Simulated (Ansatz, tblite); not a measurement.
# [10]phenacene (C₄₂H₂₄): rung by rung

An exercise on one series of results from a longer session: the logs are not shown, and one member is left open.

The runs use Ansatz 0.2.0, Gaussian basis; as each input shows.

Plan: GFN1-xTB, GFN2-xTB, PBE-D4/def2-SVP, r2SCAN-D4/def2-SVP, B3LYP-D4/def2-SVP, B2PLYP/def2-SVP, r2SCANh-D4/def2-SVP, r2SCAN-D4/def2-mTZVP, HF/6-31G, B3LYP-D4/6-31G.

### The relaxed structure

The geometry is that of the singlet, from an earlier relaxation (r2SCAN-D4/def2-SVP).

SMILES `c1ccc2c(c1)ccc1c2ccc2c1ccc1c2ccc2c3ccc4c5ccc6ccccc6c5ccc4c3ccc12`, 66 atoms, charge 0, spin multiplicity 1.

Bond lengths: C1–C2 1.410 Å, C1–C6 1.383 Å, C1–H43 1.094 Å, C2–C3 1.385 Å, C2–H44 1.094 Å, C3–C4 1.417 Å, C3–H45 1.091 Å, C4–C5 1.431 Å, C4–C10 1.452 Å, C5–C6 1.417 Å, C5–C7 1.427 Å, C6–H46 1.095 Å, C7–C8 1.368 Å, C7–H47 1.094 Å, C8–C9 1.431 Å, C8–H48 1.090 Å, C9–C10 1.423 Å, C9–C14 1.448 Å and more. Angles: C2–C1–C6 119.6°, C2–C1–H43 120.1°, C6–C1–H43 120.3°, C1–C2–C3 120.5°, C1–C2–H44 119.9°, C3–C2–H44 119.6°, C2–C3–C4 121.4°, C2–C3–H45 118.5°, C4–C3–H45 120.1°, C3–C4–C5 117.8°, C3–C4–C10 123.1°, C5–C4–C10 119.2°, C4–C5–C6 119.8°, C4–C5–C7 119.1°, C6–C5–C7 121.1°, C1–C6–C5 120.9°, C1–C6–H46 120.6°, C5–C6–H46 118.5° and more.

PBE0-D4/def2-SVP was run before; its log isn't repeated, and its numbers join the tables.

The first run:

Tight binding, by tblite at 300 K electronic temperature and without a spin-polarisation term:

```python
tblite.interface.Calculator('GFN1-xTB', numbers, positions, charge=0, uhf=0).singlepoint()
```

Tight binding, by tblite at 300 K electronic temperature and without a spin-polarisation term:

```python
tblite.interface.Calculator('GFN2-xTB', numbers, positions, charge=0, uhf=0).singlepoint()
```

start.molden holds the orbitals of an earlier run on this state, given as this run's starting guess.

Contents of in.yaml:

```yaml
crystal:
  periodic: [false, false, false]
  atoms:
    - {symbol: C, position_ang: [-11.145056, -0.167556, -0.026013]}
    - {symbol: C, position_ang: [-10.512409, -0.943071, 0.966929]}
    - {symbol: C, position_ang: [-9.130340, -0.986060, 1.051404]}
    - {symbol: C, position_ang: [-8.312508, -0.258763, 0.150990]}
    - {symbol: C, position_ang: [-8.961757, 0.526034, -0.854019]}
    - {symbol: C, position_ang: [-10.376611, 0.554356, -0.920514]}
    - {symbol: C, position_ang: [-8.165231, 1.269294, -1.775196]}
    - {symbol: C, position_ang: [-6.798247, 1.245604, -1.715702]}
    - {symbol: C, position_ang: [-6.101589, 0.477137, -0.730218]}
    - {symbol: C, position_ang: [-6.861996, -0.277751, 0.206577]}
    - {symbol: C, position_ang: [-6.161337, -1.038793, 1.182724]}
    - {symbol: C, position_ang: [-4.790032, -1.060458, 1.239223]}
    - {symbol: C, position_ang: [-3.990482, -0.321420, 0.322931]}
    - {symbol: C, position_ang: [-4.654985, 0.454295, -0.670240]}
    - {symbol: C, position_ang: [-3.851684, 1.193462, -1.585833]}
    - {symbol: C, position_ang: [-2.481201, 1.172610, -1.530266]}
    - {symbol: C, position_ang: [-1.778698, 0.410224, -0.553635]}
    - {symbol: C, position_ang: [-2.542951, -0.343301, 0.380929]}
    - {symbol: C, position_ang: [-1.840547, -1.105713, 1.357421]}
    - {symbol: C, position_ang: [-0.469718, -1.126836, 1.412623]}
    - {symbol: C, position_ang: [0.331736, -0.387443, 0.496640]}
    - {symbol: C, position_ang: [1.778727, -0.409540, 0.554620]}
    - {symbol: C, position_ang: [2.481311, -1.172710, 1.530602]}
    - {symbol: C, position_ang: [3.851803, -1.193839, 1.585857]}
    - {symbol: C, position_ang: [4.655024, -0.453851, 0.670827]}
    - {symbol: C, position_ang: [6.101666, -0.476940, 0.730446]}
    - {symbol: C, position_ang: [6.798468, -1.246289, 1.715166]}
    - {symbol: C, position_ang: [8.165463, -1.270516, 1.774013]}
    - {symbol: C, position_ang: [8.961883, -0.527266, 0.852734]}
    - {symbol: C, position_ang: [10.376758, -0.556629, 0.918161]}
    - {symbol: C, position_ang: [11.145036, 0.165051, 0.023317]}
    - {symbol: C, position_ang: [10.512261, 0.941615, -0.968698]}
    - {symbol: C, position_ang: [9.130149, 0.985760, -1.052009]}
    - {symbol: C, position_ang: [8.312494, 0.258596, -0.151365]}
    - {symbol: C, position_ang: [6.861917, 0.278543, -0.205951]}
    - {symbol: C, position_ang: [6.161149, 1.041105, -1.180846]}
    - {symbol: C, position_ang: [4.789845, 1.063058, -1.236954]}
    - {symbol: C, position_ang: [3.990450, 0.322810, -0.321500]}
    - {symbol: C, position_ang: [2.542893, 0.344504, -0.379563]}
    - {symbol: C, position_ang: [1.840505, 1.107029, -1.355962]}
    - {symbol: C, position_ang: [0.469690, 1.127867, -1.411323]}
    - {symbol: C, position_ang: [-0.331736, 0.388288, -0.495470]}
    - {symbol: H, position_ang: [-12.236628, -0.138673, -0.086418]}
    - {symbol: H, position_ang: [-11.115418, -1.515947, 1.677151]}
    - {symbol: H, position_ang: [-8.674539, -1.596961, 1.832484]}
    - {symbol: H, position_ang: [-10.850655, 1.161819, -1.697881]}
    - {symbol: H, position_ang: [-8.671692, 1.866270, -2.539836]}
    - {symbol: H, position_ang: [-6.236015, 1.831499, -2.443410]}
    - {symbol: H, position_ang: [-6.718614, -1.626703, 1.913391]}
    - {symbol: H, position_ang: [-4.315638, -1.665046, 2.012849]}
    - {symbol: H, position_ang: [-4.324417, 1.798831, -2.359704]}
    - {symbol: H, position_ang: [-1.928069, 1.762107, -2.262140]}
    - {symbol: H, position_ang: [-2.393555, -1.695196, 2.089389]}
    - {symbol: H, position_ang: [0.004565, -1.731974, 2.185913]}
    - {symbol: H, position_ang: [1.928196, -1.762876, 2.261950]}
    - {symbol: H, position_ang: [4.324670, -1.800133, 2.358922]}
    - {symbol: H, position_ang: [6.236302, -1.832383, 2.442759]}
    - {symbol: H, position_ang: [8.672088, -1.868079, 2.538093]}
    - {symbol: H, position_ang: [10.850959, -1.164747, 1.694915]}
    - {symbol: H, position_ang: [12.236638, 0.135306, 0.082815]}
    - {symbol: H, position_ang: [11.115181, 1.514430, -1.679039]}
    - {symbol: H, position_ang: [8.674137, 1.597221, -1.832520]}
    - {symbol: H, position_ang: [6.718350, 1.629969, -1.910790]}
    - {symbol: H, position_ang: [4.315279, 1.668856, -2.009517]}
    - {symbol: H, position_ang: [2.393446, 1.696839, -2.087706]}
    - {symbol: H, position_ang: [-0.004659, 1.733100, -2.184493]}
basis:
  gaussian: {orbitals: def2-SVP, fitting: {mean_field: def2-universal-jkfit}, initial_orbitals: start.molden}
hamiltonian: {xc: pbe, dispersion: d4}
scf: {omitted_lower_state_checks: [starts]}
output: {forces: true, orbitals: {seedname: orbitals}}
```

Run with:

```sh
$ ansatz run in.yaml --threads 2 --pin off --events-out ev --progress --plain --max-ram 22528MiB --backend cuda --devices 0, --max-vram 18GiB
```

Among the steps run: PBE-D4/def2-SVP; r2SCAN-D4/def2-SVP; B3LYP-D4/def2-SVP; B2PLYP/def2-SVP; r2SCANh-D4/def2-SVP; r2SCAN-D4/def2-mTZVP; HF/6-31G; B3LYP-D4/6-31G.

One table of the session follows, with a row left open; its other results are not shown here.

It belongs to the step «Binding energy». 

| level | binding an atom (eV) |
| --- | --- |
| HF/6-31G | 3.947 |
| PBE-D4/def2-SVP | ? |
| r2SCAN-D4/def2-SVP | 5.758 |
| r2SCAN-D4/def2-mTZVP | 5.625 |
| r2SCANh-D4/def2-SVP | 5.722 |
| B3LYP-D4/6-31G | 5.535 |
| B3LYP-D4/def2-SVP | 5.715 |
| PBE0-D4/def2-SVP | 5.845 |

Estimate the missing values for PBE-D4/def2-SVP.

The run gave: binding an atom (eV): 5.968. In the column «binding an atom (eV)» it is the highest.

To keep in mind: Free atoms were run apart at each level; binding is atoms less cluster, divided by the number of atoms, without zero-point or spin-orbit terms.
